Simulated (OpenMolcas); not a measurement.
# doublet [Ge2SiH8]+: levels of theory compared

Wanted: a comparison of 6 runs (UHF/cc-pVDZ, U-r2SCAN/cc-pVDZ, UB3LYP/cc-pVDZ, UM06-2X/cc-pVDZ, USVWN5/cc-pVDZ, UTPSS/cc-pVDZ) of doublet [Ge2SiH8]+. 

Program for the calculation: OpenMolcas 26.06.

## Step 1: The molecule

[Ge2SiH8]+ has 11 atoms, charge +1, and is taken as a doublet. As SMILES of the parent species, `[GeH3][SiH2][GeH3]`. The coordinates come from a PBE0-D4/def2-TZVP relaxation. That shape belongs to the parent species and isn't relaxed for this state.

Bond lengths: Ge1–Si2 2.379 Å, Si2–Ge3 2.379 Å, Ge1–H4 1.538 Å, Ge1–H5 1.538 Å, Ge1–H6 1.538 Å, Si2–H7 1.489 Å, Si2–H8 1.489 Å, Ge3–H9 1.538 Å, Ge3–H10 1.538 Å, Ge3–H11 1.538 Å. Some angles: Ge1–Si2–Ge3 110.5°, Ge1–Si2–H7 109.5°, Ge1–Si2–H8 109.5°, Ge3–Si2–H7 109.5°, Ge3–Si2–H8 109.5°, Si2–Ge1–H4 111.3°, Si2–Ge1–H5 110.1°, Si2–Ge1–H6 110.1°, Si2–Ge3–H9 110.1°, Si2–Ge3–H10 110.1°.

## Step 2: The energy at UHF/cc-pVDZ (run 1)

run.inp

```
&GATEWAY
  BASLIB = $CurrDir
  BASISSET
  Ge.cc-pVDZ....
  Ge1 -1.314800 1.329100 -0.648100 angstrom
  Ge3 1.631200 -0.735900 0.880400 angstrom
  End of Basis
  BASISSET
  Si.cc-pVDZ....
  Si2 -0.420300 -0.850100 -0.318100 angstrom
  End of Basis
  BASISSET
  H.cc-pVDZ....
  H4 -2.643400 1.277800 -1.421300 angstrom
  H5 -0.321200 2.193400 -1.442700 angstrom
  H6 -1.566300 2.008100 0.708900 angstrom
  H7 -0.189900 -1.498600 -1.638400 angstrom
  H8 -1.395700 -1.678400 0.443000 angstrom
  H9 1.405900 -0.077200 2.251900 angstrom
  H10 2.652000 0.110600 0.101200 angstrom
  H11 2.227800 -2.135700 1.103800 angstrom
  End of Basis

&SEWARD

&SCF
  UHF
  CHARGE = 1
  SPIN = 2
  THRESHOLDS = 1e-10 1e-07 1e-07 1e-05
  PRORBITALS = 1 2
```

The basis set cc-pVDZ is read from a file made from the Basis Set Exchange's data (not shown).

Started as:

```sh
$ export MOLCAS_MEM=1860
$ pymolcas run.inp > run.log
```

Log:

```text
--- Start Module: gateway ---
[...]
--- Stop Module: gateway /rc=_RC_ALL_IS_WELL_ ---
--- Start Module: seward ---
[...]
      Basis functions          112
--- Stop Module: seward /rc=_RC_ALL_IS_WELL_ ---
[...]
--- Start Module: scf ---
[...]
       Convergence after  34 Iterations
[...]
::    Total SCF energy                              -4443.9060933904
[...]
      Total spin, S                                     0.5163903360
[...]
      Total electronic charge=   85.000000
      Total            charge=    1.000000
[...]
      Dipole Moment (debye):
      Origin of the operator (angstrom)=    0.0642    0.1102    0.0456
                   X= -5.9703E-01               Y= -1.1848E+00               Z= -4.4836E-01           Total=  1.4004E+00
      Center of Charge (angstrom)
[...]
--- Stop Module: scf /rc=_RC_ALL_IS_WELL_ ---
[...]
```

Wall time 27 s (1 thread of Intel Xeon 6975P-C (Granite Rapids), shared host); peak memory 0.67 GiB.

## Step 3: A single-point energy at U-r2SCAN/cc-pVDZ (run 2)

job.inp

```
* Ge2H8Si Kohn-Sham DFT

&GATEWAY
  BasLib = $CurrDir
  Coord
  11
  angstrom
  Ge      -1.314800       1.329100      -0.648100
  Si      -0.420300      -0.850100      -0.318100
  Ge       1.631200      -0.735900       0.880400
  H       -2.643400       1.277800      -1.421300
  H       -0.321200       2.193400      -1.442700
  H       -1.566300       2.008100       0.708900
  H       -0.189900      -1.498600      -1.638400
  H       -1.395700      -1.678400       0.443000
  H        1.405900      -0.077200       2.251900
  H        2.652000       0.110600       0.101200
  H        2.227800      -2.135700       1.103800
  Basis = cc-pVDZ
  Group = NoSym

&SEWARD
  GridInput
  Grid=UltraFine
  End of Grid

&SCF
  UHF
  Charge = 1
  Spin = 2
  KSDFT = 2
  1.0 MGGA_X_R2SCAN
  1.0 MGGA_C_R2SCAN
  Thresholds = 1e-10 1e-07 1e-07 1e-05
  PrOrbitals = 1 1
```

The basis set cc-pVDZ is read from a file made from the Basis Set Exchange's data (not shown).

Started as:

```sh
$ export MOLCAS_MEM=1860
$ pymolcas job.inp > job.log
```

Log:

```text
--- Start Module: gateway ---
[...]
--- Stop Module: gateway /rc=_RC_ALL_IS_WELL_ ---
--- Start Module: seward ---
[...]
      Basis functions          112
--- Stop Module: seward /rc=_RC_ALL_IS_WELL_ ---
[...]
--- Start Module: scf ---
[...]
       Convergence after  20 Iterations
[...]
::    Total KS-DFT energy                           -4447.8210484357
[...]
      Total spin, S                                     0.5037763388
[...]
      Total electronic charge=   85.000000
      Total            charge=    1.000000
[...]
      Dipole Moment (debye):
      Origin of the operator (angstrom)=    0.0642    0.1102    0.0456
                   X= -5.1377E-01               Y= -1.0187E+00               Z= -3.8574E-01           Total=  1.2044E+00
      Center of Charge (angstrom)
[...]
--- Stop Module: scf /rc=_RC_ALL_IS_WELL_ ---
[...]
```

It took 1.9 min on 1 thread of Intel Xeon 6975P-C (Granite Rapids), shared host; peak memory 0.66 GiB.

Runs 3 to 5 aren't shown in full; the table further down has their settings and results.

## Step 4: A single-point energy at UTPSS/cc-pVDZ (run 6)

calc.input

```
&gateway
 baslib=$CurrDir
 coord
 11
 angstrom
 Ge      -1.314800       1.329100      -0.648100
 Si      -0.420300      -0.850100      -0.318100
 Ge       1.631200      -0.735900       0.880400
 H       -2.643400       1.277800      -1.421300
 H       -0.321200       2.193400      -1.442700
 H       -1.566300       2.008100       0.708900
 H       -0.189900      -1.498600      -1.638400
 H       -1.395700      -1.678400       0.443000
 H        1.405900      -0.077200       2.251900
 H        2.652000       0.110600       0.101200
 H        2.227800      -2.135700       1.103800
 basis=cc-pVDZ
 group=NoSym

&seward
 gridinput
 Grid=UltraFine
 End of Grid

&scf
 uhf
 charge=1
 spin=2
 ksdft=2
 1.0 MGGA_X_TPSS
 1.0 MGGA_C_TPSS
 thresholds=1e-10 1e-07 1e-07 1e-05
 prorbitals=1 1
```

The basis set cc-pVDZ is read from a file made from the Basis Set Exchange's data (not shown).

Started as:

```sh
$ export MOLCAS_MEM=1860
$ pymolcas calc.input > calc.log
```

Log:

```text
--- Start Module: gateway ---
[...]
--- Stop Module: gateway /rc=_RC_ALL_IS_WELL_ ---
--- Start Module: seward ---
[...]
      Basis functions          112
--- Stop Module: seward /rc=_RC_ALL_IS_WELL_ ---
[...]
--- Start Module: scf ---
[...]
       Convergence after  20 Iterations
[...]
::    Total KS-DFT energy                           -4447.8667211757
[...]
      Total spin, S                                     0.5020287011
[...]
      Total electronic charge=   85.000000
      Total            charge=    1.000000
[...]
      Dipole Moment (debye):
      Origin of the operator (angstrom)=    0.0642    0.1102    0.0456
                   X= -5.2620E-01               Y= -1.0432E+00               Z= -3.9506E-01           Total=  1.2334E+00
      Center of Charge (angstrom)
[...]
--- Stop Module: scf /rc=_RC_ALL_IS_WELL_ ---
[...]
```

Run time: 2 min. Hardware: 1 thread of Intel Xeon 6975P-C (Granite Rapids), shared host; peak memory 0.67 GiB.

## Step 5: Overview of the runs

| run | level | integration grid | energy (Eh) | HOMO energy (eV) | LUMO energy (eV) | ⟨S²⟩ | wall time |
| --- | --- | --- | --- | --- | --- | --- | --- |
| 1 | UHF/cc-pVDZ | – | -4443.906093 | -16.18 | -8.24 | 0.783 | 27 s |
| 2 | U-r2SCAN/cc-pVDZ | UltraFine | -4447.821048 | -12.95 | -12.14 | 0.758 | 1.9 min |
| 3 | UB3LYP/cc-pVDZ | UltraFine | -4447.991705 | -13.57 | -11.72 | 0.755 | 77 s |
| 4 | UM06-2X/cc-pVDZ | UltraFine | -4447.833659 | -14.74 | -10.76 | 0.756 | 1.8 min |
| 5 | USVWN5/cc-pVDZ | UltraFine | -4440.339268 | -12.65 | -12.35 | 0.751 | 51 s |
| 6 | UTPSS/cc-pVDZ | UltraFine | -4447.866721 | -12.87 | -12.21 | 0.754 | 2 min |

## Step 6: Results

| quantity | value |
| --- | --- |
| run 6: total energy | -4447.86672 Eh |
| run 6: HOMO energy (highest over α and β) | -12.87 eV |
| run 6: LUMO energy (lowest over α and β) | -12.21 eV |
| run 6: ⟨S²⟩ | 0.754 |

What this shows: Totals of different functionals can't be ranked against each other. All runs together took 8.2 min, the longest 2 min.
